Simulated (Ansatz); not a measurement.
# CNNaO (SMILES N#C[O][Na]): single points off equilibrium

The atoms stand at a structure displaced at random from a GFN2-xTB minimum. How far do the functionals agree with CCSD(T) there?

The runs use Ansatz 0.2.0, Gaussian basis; single points in def2-TZVPP.

Correlated methods freeze the cores. The outer core shell of Li, Na, Mg and K is correlated.

### 1 Starting geometry

4 atoms, charge 0, spin multiplicity 1.

Atoms are counted from 1 here; the program's logs count them from 0.

Bond lengths: N1–C2 1.174 Å, C2–O3 1.254 Å, C2–Na4 2.812 Å, O3–Na4 1.844 Å. Angles: N1–C2–O3 170.8°, N1–C2–Na4 141.8°, O3–C2–Na4 30.4°, C2–O3–Na4 129.4°, C2–Na4–O3 20.2°.

Coordinates:

```
N     1.1049   -0.8070    1.2006
C     0.1942   -0.3496    0.6181
O    -0.6423    0.2548   -0.0939
Na   -0.4739    0.8835   -1.8188
```

### 2 CCSD(T)/def2-TZVPP

Input file run/in.yaml:

```yaml
crystal:
  periodic: [false, false, false]
  atoms:
    - {symbol: N, position_ang: [1.104900, -0.807000, 1.200600]}
    - {symbol: C, position_ang: [0.194200, -0.349600, 0.618100]}
    - {symbol: O, position_ang: [-0.642300, 0.254800, -0.093900]}
    - {symbol: Na, position_ang: [-0.473900, 0.883500, -1.818800]}
basis:
  gaussian: {orbitals: def2-TZVPP}
correlation: {method: ccsd_t}
output: {forces: true}
```

The command line of these runs was not kept.

### 3 PBE0-D4/def2-TZVPP

Changes to run/in.yaml since step 2:

```diff
@@ -9,3 +9,3 @@
   gaussian: {orbitals: def2-TZVPP}
-correlation: {method: ccsd_t}
-output: {forces: true}
+hamiltonian: {xc: pbe0, dispersion: d4}
+output: {forces: true, orbitals: {seedname: orbitals}}
```

### 4 wB97M-V/def2-TZVPP

Changes to run/in.yaml since step 3:

```diff
@@ -9,3 +9,3 @@
   gaussian: {orbitals: def2-TZVPP}
-hamiltonian: {xc: pbe0, dispersion: d4}
-output: {forces: true, orbitals: {seedname: orbitals}}
+hamiltonian: {xc: {name: wB97M-V}}
+output: {forces: true}
```

### 5 r2SCAN-D4/def2-TZVPP

Changes to run/in.yaml since step 4:

```diff
@@ -9,3 +9,3 @@
   gaussian: {orbitals: def2-TZVPP}
-hamiltonian: {xc: {name: wB97M-V}}
+hamiltonian: {xc: r2scan, dispersion: d4}
 output: {forces: true}
```

### 6 PBE-D4/def2-TZVPP

Changes to run/in.yaml since step 5:

```diff
@@ -9,3 +9,3 @@
   gaussian: {orbitals: def2-TZVPP}
-hamiltonian: {xc: r2scan, dispersion: d4}
+hamiltonian: {xc: pbe, dispersion: d4}
 output: {forces: true}
```

### 7 wB97X-V/def2-TZVPP

Changes to run/in.yaml since step 6:

```diff
@@ -9,3 +9,3 @@
   gaussian: {orbitals: def2-TZVPP}
-hamiltonian: {xc: pbe, dispersion: d4}
+hamiltonian: {xc: {name: wB97X-V}}
 output: {forces: true}
```

### 8 SPW92/def2-TZVPP

Changes to run/in.yaml since step 7:

```diff
@@ -9,3 +9,3 @@
   gaussian: {orbitals: def2-TZVPP}
-hamiltonian: {xc: {name: wB97X-V}}
+hamiltonian: {xc: lda}
 output: {forces: true}
```

(Steps that only read results are left out.)

Q: Predict the outcome of this session. Wanted: energy less free atoms, CCSD(T)/def2-TZVPP; RMS force component; RMS force error; HOMO and LUMO, PBE0-D4; T1 diagnostic.

The runs gave:

| quantity | value |
| --- | --- |
| energy less free atoms, CCSD(T)/def2-TZVPP | -1578.0 kJ/mol |
| RMS force component | 0.990 to 1.150 eV/Å over the methods |
| RMS force error | PBE0-D4 0.429, wB97M-V 0.526, r2SCAN-D4 0.235, PBE-D4 0.171, wB97X-V 0.468, SPW92 0.260 eV/Å |
| HOMO and LUMO, PBE0-D4 | -6.15 and -1.88 eV |
| T1 diagnostic | 0.014 |

What this shows: Against CCSD(T) the functionals' energies less atoms differ by -410.2 to -71.8 kJ/mol, PBE-D4 by -170.4 kJ/mol. A larger basis would deepen the CCSD(T) value, while the functionals are nearly converged already, so the order here is not reliable. For forces PBE-D4 does best and wB97M-V worst. Frozen-core CCSD(T) forces in triple zeta carry basis errors of their own, and this is one geometry, so small gaps rank nothing.
